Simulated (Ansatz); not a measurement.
# TePd3: the cost of one run

All numbers are computed with Ansatz 0.2.0, driven from Python. The levels of theory stand in the script.

## (1) The structure

The structure is tetragonal, space group I4/mmm (No. 139). The conventional cell has a = 4.597 Å, b = 4.597 Å, c = 6.535 Å, α = 90.00°, β = 90.00°, γ = 90.00°. Te (site symmetry 4/mmm) is surrounded by 8 Pd at 2.82 Å. Pd (site symmetry -4m2) is surrounded by 4 Te at 2.82 Å and 4 Pd at 2.82 Å. Pd (site symmetry 4/mmm) has 8 Pd at 2.82 Å as nearest neighbours.

Input file POSCAR_tepd3:

```text
TePd3
1.0
  -2.29868091    2.29868091    3.26769851
   2.29868091   -2.29868091    3.26769851
   2.29868091    2.29868091   -3.26769851
Te Pd
1 3
Direct
   0.00000000    0.00000000    0.00000000
   0.75000000    0.25000000    0.50000000
   0.25000000    0.75000000    0.50000000
   0.50000000    0.50000000    0.00000000
```

## (2) The script

paw_lapw_tepd3.py reads:

```python
"""Checking the PAW result for TePd3 with LAPW."""

import ansatz as az
from ase.io import read
import numpy as np


def count_gap(report):
    # lowest empty less highest filled band, counting bands; zero where they overlap
    return max(report.get("gap_by_band_count_ev") or 0.0, 0.0)


def main() -> None:
    atoms = read("POSCAR_tepd3", format="vasp")
    xtal = az.Crystal.from_ase(atoms)

    setup = (
        xtal.calculation()
        .kpoints(8, 8, 8)
        .occupations("cold", width=0.1)
        .functional("pbesol")
        .stress()
        .forces()
        .band_table()
    )
    variants = {
        "PAW": setup.pseudopotentials("paw"),
        "LAPW": setup.pseudopotentials("all_electron", lapw=True),
    }
    # totals differ by the cores that each treatment holds, so compare what does not depend on them
    rows = []
    for label, variant in variants.items():
        data = variant.run().report
        levels = np.array(data["eigenvalues_ev"][0]) - data["fermi_energy_ev"]
        print(label, "levels at the first k-point near E_F:", np.round(levels[np.abs(levels) < 5], 3))
        rows.append((label, data["n_electrons"], np.trace(data["stress_gpa"]) / 3, float(np.abs(data["forces_ev_ang"]).max()), count_gap(data)))
    print("     treatment  electrons in bands           P GPa  max force component eV/A  gap by band count eV")
    for row in rows:
        print(f"{str(row[0]):>14s}  {row[1]:18.1f}  {row[2]:14.3f}  {row[3]:24.4f}  {row[4]:20.3f}")


if __name__ == "__main__":
    main()
```

## (3) Running it

Started as:

```
$ python paw_lapw_tepd3.py
```

What time and memory should one allow on 1 thread of Arm Neoverse V2, shared host?

About 1.9 min, with a peak of 1.1 GiB.
